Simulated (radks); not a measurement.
# Xe¹⁶⁺ in [Kr] 4d2: an all-electron calculation

Wanted: eigenvalues, radial structure and energy terms of the xenon ion Xe16+.

The numbers are computed with radks (a radial shooting solver on a logarithmic mesh, Libxc functionals) version 1 (scalar-relativistic Kohn-Sham, PBE, spin-polarised, spherical densities, finite nucleus; open shells are filled with parallel spins first), except any that are marked as measured or tabulated.

## Step 1: The system

```
element            : xenon (Z = 54)
charge             : +16
electrons          : 38
configuration      : [Kr] 4d2
nuclear rms radius : 4.7859 fm
```

Outer shells as boxes (Hund's rule):

Xe¹⁶⁺
```
[Kr] core
4d [↑ ][↑ ][  ][  ][  ]
```

## Step 2: The run

Settings of this run:

```text
Z 54
configuration [Kr] 4d2
relativity scalar-relativistic
functional pbe,pbe
spin polarised
nucleus finite rms 4.7859 fm
c 137.035999084
```

**Question.** What will this run give?

The runs gave:

| quantity | value |
| --- | --- |
| total energy | -7350.95857 hartree |
| exchange-correlation share of it | 2.35 % |
| −T/E | 1.0523 |
| highest occupied level | 4d up, -389.21 eV |
| most extended occupied level | 4d up, <r> = 0.738 bohr |
| radius at density 0.001 e/bohr³ | 1.74 bohr |
| maxima of the radial density | 4 |
| ionisation energy, NIST | 404 (theory) eV |

The radial density shows 4 maxima for 4 occupied principal shells. −T/E is 1.052: with relativity the kinetic term as defined here no longer equals −E. The top level binds by 389.21 eV, 96 % of the NIST ionisation energy of 404 eV. Open shells are spherical and high-spin; term and fine-structure splittings are not resolved. Spin-orbit splitting is averaged out at the scalar-relativistic level.
